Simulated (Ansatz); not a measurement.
Write a Python script for Ansatz 0.2.0 through its Python package that makes a relaxation followed by a look at the electronic structure of SrCl2, space group Fm-3m. Settings (first run): r2SCAN, PAW, the default cutoff (500 eV here), 4×4×4 k-points, fixed occupations.

```xyz
3
Lattice="0.0000 3.4884 3.4884 3.4884 0.0000 3.4884 3.4884 3.4884 0.0000" Properties=species:S:1:pos:R:3 pbc="T T T"
Sr    0.0000    0.0000    0.0000
Cl    1.7442    1.7442    1.7442
Cl    5.2325    5.2325    5.2325
```

Script `srcl2_pipeline.py`:
```python
# -*- coding: utf-8 -*-
"""Relax SrCl2, then bands and states at the relaxed cell."""

import logging
import sys

import ansatz
from ase import Atoms
import numpy as np

logging.basicConfig(stream=sys.stdout, format="%(levelname)s:%(name)s:%(message)s")
log = logging.getLogger("run")
log.setLevel(logging.INFO)

OCCUPATIONS = "Fixed"
FUNCTIONAL = "r2SCAN"


def count_gap(report):
    # lowest empty less highest filled band, counting bands; zero where they overlap
    return max(report.get("gap_by_band_count_ev") or 0.0, 0.0)


def configured(crystal, spacing):
    return (
        crystal.calculation()
        .occupations(OCCUPATIONS)
        .functional(FUNCTIONAL)
        .kpoints(spacing=spacing)
    )

atoms = Atoms(
    ["Sr", "Cl", "Cl"],
    scaled_positions=[
        (0.0, 0.0, 0.0),
        (0.25, 0.25, 0.25),
        (0.75, 0.75, 0.75),
    ],
    cell=[
        (0.0, 3.48835, 3.48835),
        (3.48835, 0.0, 3.48835),
        (3.48835, 3.48835, 0.0),
    ],
    pbc=True,
)
cell = ansatz.Crystal.from_ase(atoms)

relaxed = configured(cell, 0.4).relax(cell=True, force_tolerance=0.02, max_steps=40).checkpoint(write="relax.run", compress=False).run()
cell = np.asarray(relaxed.lattice.cell_ang)
print("relaxed edges (A):", np.linalg.norm(cell, axis=1).round(4), " volume:", round(abs(np.linalg.det(cell)), 3), "A^3")
for site in relaxed.lattice.sites:
    print(" ", site.symbol, np.round(site.position_frac, 4) + 0.0)

final = ansatz.Crystal.from_checkpoint("relax.run")
outcome = configured(final, 0.3).functional("r2scan").stress().band_table().density_of_states(energy_step=0.05).run()
rep = outcome.report
dos = outcome.density_of_states()
log.info(f"pressure at the relaxed cell {np.trace(rep['stress_gpa']) / 3:.3f} GPa, gap by band count {count_gap(rep):.3f} eV")
if count_gap(rep) == 0:
    print("states/eV at the Fermi level:", round(float(np.interp(dos.fermi_ev, dos.energies_ev, dos.spin_summed_g_bin_mean_per_ev)), 3))
```

Running `python srcl2_pipeline.py` prints:
```text
DeckWarning: basis.ecutwfc = 500 eV, auto-derived from the records' recommended cutoffs: set by Sr (their level for a meta-GGA)
relaxed edges (A): [4.9462 4.9462 4.9462]  volume: 85.564 A^3
  Sr [0. 0. 0.]
  Cl [0.25 0.25 0.25]
  Cl [0.75 0.75 0.75]
DeckWarning: crystal.checkpoint: the structure is that of relax.run, a `relax` run, at its step 2: its result, under r2scan at a charge of 0 e; 3 atoms read, 0 with a starting moment [...]
INFO:run:pressure at the relaxed cell -0.007 GPa, gap by band count 5.938 eV
```
(Warnings from the package without file and line, shortened.)

What to keep in mind:
- Semilocal gaps usually lie well under measured ones.
- The crystal has a gap of about 5.94 eV on the mesh; bins of finite width blur the band edges.
- The structure is a deposited one; some such entries were measured under pressure or heat, so a shift against it needn't be the functional's error alone.
- Levels are Kohn-Sham eigenvalues on this mesh, without spin-orbit coupling.
- Where the second run takes another functional or mesh than the relaxation, its pressure isn't zero; pressure is positive in compression.
- The computed bands are complete only to about 8.1 eV above the Fermi level; beyond that the density of states is undercounted.
- Run time: 11 s on 1 thread of Arm Neoverse V2 (shared host), peak memory 0.68 GiB.

(A comment or docstring line of the script was reworded after the run, the code is as it ran; lines on the test bed's own set-up are left out of the output.)
